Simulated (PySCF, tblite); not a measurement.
# 4-isopropylpyridine: geometry, infrared bands and NMR shifts

Wanted: the infrared bands and NMR shifts of 4-isopropylpyridine (`CC(C)c1ccncc1`), by calculation.

Programs: tblite 0.8.0 and PySCF 2.14.0, with density-fitted response routines of our own. Each step states its level of theory. These are calculated values for one molecule in the gas phase, unless marked as measured. Atoms are numbered from 0 throughout.

### 1 The molecule as given

20 atoms, charge 0, multiplicity 1; geometry from: force field or distance geometry start.

Bonds of the start (Å): C0–C1 1.53, C1–C2 1.51, C1–C3 1.52, C3–C4 1.39, C4–C5 1.38, C5–N6 1.35, N6–C7 1.35, C7–C8 1.39, C8–C3 1.41, C0–H9 1.09, C0–H10 1.10, C0–H11 1.11, C1–H12 1.10, C2–H13 1.10, C2–H14 1.10, C2–H15 1.08, C4–H16 1.09, C5–H17 1.08, C7–H18 1.08, C8–H19 1.08.

### 2 Relaxing the molecule with GFN2-xTB

The job: settings as JSON, then the geometry in Å.

```
{"job": {"kind": "relax", "xc": "GFN2-xTB", "basis": "xTB"}, "charge": 0, "multiplicity": 1}
C     -1.749300    -0.432200     1.240700
C     -1.012000    -0.670400    -0.079300
C     -1.785800    -0.126300    -1.256700
C      0.397900    -0.100500    -0.029400
C      0.640400     1.258300     0.150600
C      1.948700     1.708400     0.176200
N      3.029600     0.905300     0.060200
C      2.784100    -0.409300    -0.089500
C      1.507700    -0.961700    -0.140400
H     -1.205400    -0.836600     2.097900
H     -1.923100     0.636200     1.425500
H     -2.742900    -0.918900     1.221700
H     -0.945100    -1.761400    -0.193800
H     -1.954600     0.956600    -1.180200
H     -2.780200    -0.594700    -1.325900
H     -1.267600    -0.307900    -2.188500
H     -0.169000     1.976100     0.245900
H      2.177700     2.758600     0.304800
H      3.657000    -1.041600    -0.178100
H      1.386900    -2.027300    -0.264800
```

Launch:

```bash
$ OMP_NUM_THREADS=1 python probes_run.py task.json out
```

The driver reads the jobs from task.json and runs them one after another.

**Question.** This job is followed by: GFN2-xTB harmonic vibrations, gas phase; GIAO PBE0/pcSseg-1 NMR shielding, non-relativistic, gas phase. Predict these results of the whole session: strongest single infrared mode (GFN2-xTB); zero-point energy (GFN2-xTB); ¹³C shifts against TMS (PBE0/pcSseg-1, means over atoms taken as alike); ¹H shifts against TMS (PBE0/pcSseg-1, means over atoms taken as alike); ¹⁵N shifts against NH3 (PBE0/pcSseg-1).

**Answer**, as computed:

| quantity | value |
| --- | --- |
| strongest single infrared mode (GFN2-xTB) | 1589 cm⁻¹, 101 km/mol |
| zero-point energy (GFN2-xTB) | 106.2 kcal/mol |
| ¹³C shifts against TMS (PBE0/pcSseg-1, means over atoms taken as alike) | 163.9, 156.1, 126.5, 40.1, 26.7 ppm |
| ¹H shifts against TMS (PBE0/pcSseg-1, means over atoms taken as alike) | 8.89, 7.25, 2.64, 1.30 ppm |
| ¹⁵N shifts against NH3 (PBE0/pcSseg-1) | 355.0 ppm |

The optimisation took 27 steps and gained 0.088 eV; among the close pairs (by a distance rule), C5–N6 changed most, from 1.352 to 1.322 Å. All 54 modes are real, so the xTB geometry is a minimum. The strongest single mode, at 1589 cm⁻¹, has its largest shares on C4, C8, C7 and C5 (the list is cut at 4 atoms). GFN2-xTB is a fitted tight-binding method: band positions and strengths are rough. Its intensities can rank the bands wrongly. At PBE0/pcSseg-1: Shielding is most anisotropic at N6 (span 707 ppm, paramagnetic term -420 ppm). NICS(1)zz of -28 ppm above the planar ring from C3 marks a diatropic (aromatic) ring current.
